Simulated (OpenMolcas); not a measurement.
**Au²⁺ among point charges: CASSCF and CASPT2 levels and susceptibility**

Aim: the splitting of the states of Au²⁺ in the field of 4 point charges, its lowest levels with spin-orbit coupling and its magnetic susceptibility.

Method: state-averaged CASSCF and CASPT2, spin-orbit coupling by RASSI with atomic mean-field integrals. Code: OpenMolcas 26.06.

### 1 Starting point

| Item | Value |
| --- | --- |
| Species | Au²⁺ (gold, Z = 79, 77 electrons) |
| Basis | ANO-RCC-VDZP [7s6p4d2f], 59 functions |
| Scalar Hamiltonian | DKH2, point nucleus |
| Inactive shells | 1s 2s 2p 3s 3p 3d 4s 4p 4d 4f 5s 5p |
| Active space | 9 electrons in 5 orbitals (5d) |
| Some configurations of this space | 5d⁹ |
| Orbitals | optimised for each spin and parity, averaged over all roots |

Outer shells as boxes (Hund's rule):

5d9
```
5d [↑↓][↑↓][↑↓][↑↓][↑ ]
```

The ion sits among 4 point charges of -2 e arranged as a square (D4h), 2.23 Å from the ion.

Each step is its own input file, run in one work folder so that later steps find the files of earlier ones. Labels, J, g values, rates, χT and fits are worked out afterwards by a script from the matrices that RASSI stores. The input lists half of the charges; inversion (Group=XYZ) makes the rest.

### 2 GATEWAY and SEWARD: basis and integrals

The input, a.inp:

```
&GATEWAY
Coord
1

Au 0.0 0.0 0.0
Basis=ANO-RCC-VDZP
Group=XYZ
NoMove
AngMom=0.0 0.0 0.0
AMFI
XField
2 Angstrom 0
2.230000 0.000000 0.000000 -2.000000
0.000000 2.230000 0.000000 -2.000000
&SEWARD
```

Launch:

```bash
$ OMP_NUM_THREADS=1 MOLCAS_MEM=1689 MOLCAS_PROJECT=a pymolcas a.inp > a.log
```

### 3 Reference wave functions, doublets of even parity, 5 roots

The input, a.inp:

```
&RASSCF
FileOrb=start.orb
Symmetry=1
Spin=2
nActEl=9 0 0
Inactive=15 19
Ras2=5 0
CIRoot=5 5 1
SDav=5
CIMx=300
Iter=120 100
PrWF=0.3
OrbListing=Nothing
MaxOrb=0
>>> COPY $Project.JobIph JOB001
```

start.orb holds the contracted functions of the basis, ordered by shell, or the orbitals of the step before.

### 4 State interaction with spin-orbit coupling

The input, a.inp:

```
&RASSI
NrOfJobIphs=1 5
1 2 3 4 5
IphNames
JOB001
EJob
SpinOrbit
DIPRint=1.0
SOCoupling=1000.0
Subsets=2
Property=9
'ANGMOM' 1 'ANGMOM' 2 'ANGMOM' 3 'MLTPL  1' 1 'MLTPL  1' 2 'MLTPL  1' 3
'AMFI' 1 'AMFI' 2 'AMFI' 3
SOProperty=3
'ANGMOM' 1 'ANGMOM' 2 'ANGMOM' 3
```

### 5 CASPT2: IPEA 0.25, imaginary shift 0.1 (closed shells correlated: 5s 5p)

The input, a.inp:

```
>>> COPY JOB001 $Project.JobIph
&CASPT2
Multistate=5 1 2 3 4 5
NoMult
Frozen=14 16
IPEA=0.25
Imaginary=0.1
MaxIter=60
WThr=0.0 0.3 0.05
PrWF=0.5
NoMix
```

(Steps that only read results are left out.)

Q: Predict the outcome of this session. Wanted: spin-free ground state; first state of the same spin within the active space; lowest level; next level.

The runs gave:

| quantity | value |
| --- | --- |
| method | SS-CASPT2, IPEA 0.25, imaginary shift 0.1 (closed shells correlated: 5s 5p) |
| spin-free ground state | 2B1, 1-fold in its orbital part |
| first state of the same spin within the active space | 2B2 at 6810 cm⁻¹ |
| lowest level | 2-fold E3/2, g = 1.50, 1.50, 5.19 |
| next level | 10180.9 cm⁻¹ |
| χT at 300 K | 1.01 cm³ K/mol |
| effective moment at 300 K | 2.84 μB |

Cost by method:

```csv
method,time of its own steps,time with the reference
A. CASSCF,1.9 s,1.9 s
"B. SS-CASPT2, IPEA 0.25, imaginary shift 0.1, +5s 5p",0.6 s,2.5 s
```

Times are of one thread on a shared host.

In words: The spin-free ground state (2B1) comes to 100 % from free-ion D terms and keeps the highest spin of the shell. χT at 300 K is 1.01, against 0.38 cm³ K/mol for the spin alone, so orbital moment adds to it. The field of point charges can differ much from that of real complexes. This is an electrostatic model: the charges have no orbitals.
